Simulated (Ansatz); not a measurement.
# GaSi (quartet): wave-function methods side by side at distance Si1–Ga2 = 4.540 Å, cc-pVDZ

An exercise on one series of results from a longer session: the logs are not shown, and one member is left open.

Program: Ansatz 0.2.0, Gaussian basis. Level of theory: cc-pVDZ, core rule «outside noble gas», up to 19 orbitals frozen. These are calculated values, not measurements.

The runs, in order: UHF; CCSD(T) on ROHF; CCSD(T) on UHF; BCCD(T) on ROHF; CISD as a restricted active space (open shells left free, so some higher excitations enter); CCSDT(Q) on ROHF; CCSDT(Q) on UHF; CASSCF and MRCISD+Q, 5 electrons in 5 orbitals; CASSCF and NEVPT2, 5 electrons in 5 orbitals; CASSCF and MRCISD+Q, 7 electrons in 8 orbitals; CASSCF and NEVPT2, 7 electrons in 8 orbitals; Full CI.

23 further runs of the same task are left out: 2 for a known fault of the program, 18 that didn't finish, 3 set aside as unsound or not needed. Runs told in other sessions of the task aren't counted.

## The geometry

The geometry derives from a PBE0/def2-TZVP stationary point (not a proven minimum). One bond is set to the value named and the two fragments are kept rigid. No spin-orbit coupling is included. The filled d shell of Ga may be among the frozen orbitals whatever the setting's name suggests.

2 atoms, charge 0, spin multiplicity 4.

Atoms are counted from 1 here; the program's logs count them from 0.

No contacts short enough for the rule that draws bonds.

Geometry (Å):

```
atom   x (Å)   y (Å)   z (Å)
 Si1  0.0000  0.0000  0.0000
 Ga2  0.0000  0.0000  4.5400
```

The first run:

Input file in.yaml:

```yaml
crystal:
  periodic: [false, false, false]
  atoms:
    - {symbol: Si, position_ang: [0.000000, 0.000000, 0.000000]}
    - {symbol: Ga, position_ang: [0.000000, 0.000000, 4.540000]}
basis:
  gaussian: {orbitals: cc-pVDZ}
magnetization: {spin_polarized: true, initial_magnetization: 3}
hamiltonian: {xc: hf}
output: {orbitals: {seedname: orbitals}}
```

Command:

```
$ ansatz run in.yaml --threads 1 --pin off --events-out ev --progress --plain --max-ram 2393MiB
```

Steps of the session up to this table: UHF; CCSD(T) on ROHF; CCSD(T) on UHF; BCCD(T) on ROHF; CISD as a restricted active space (open shells left free, so some higher excitations enter); CCSDT(Q) on ROHF; CCSDT(Q) on UHF; CASSCF and MRCISD+Q, 5 electrons in 5 orbitals; CASSCF and NEVPT2, 5 electrons in 5 orbitals; CASSCF and MRCISD+Q, 7 electrons in 8 orbitals; CASSCF and NEVPT2, 7 electrons in 8 orbitals; Full CI.

One of the session's tables, all rows but one given; the rest of the session is left out.

```
     method  from FCI (meV)
       ROHF         +3253.0
        UHF         +3090.5
       RMP2               ?
       UMP2         +1031.2
       CISD          +299.1
      RCCSD          +130.3
      UCCSD          +122.8
   RCCSD(T)           +74.3
   UCCSD(T)           +72.2
    BCCD(T)           +75.1
     RCCSDT           +22.2
     UCCSDT           +23.1
  RCCSDT(Q)            +6.9
  UCCSDT(Q)            +8.9
CASSCF pair         +2903.3
NEVPT2 pair          +945.7
        FCI               0
```

**Question.** Estimate the row for RMP2.

The run gave: from FCI (meV): +1032.2. In the column «from FCI (meV)» it lies between UMP2 (+1031.2) and CASSCF pair (+2903.3).

Not comparable, so not listed: CASSCF and MRCISD+Q, 5 electrons in 5 orbitals (they don't share determinant, frozen orbitals or solution with the rows shown, or repeat one).

To keep in mind: Left out of the table: CASSCF valence, NEVPT2 valence, MRCISD valence, MRCISD+Q valence (the active space lost an orbital or holds another state than full CI finds). Levels on UHF freeze UHF's core orbitals, full CI those of ROHF, so the U rows can settle a little off it for that reason alone. Restricted and unrestricted rows rest on different reference determinants; a gap between their highest levels can come from leftover correlation error, from unlike frozen cores or from another state. Warnings in the runs' records: passed over end.
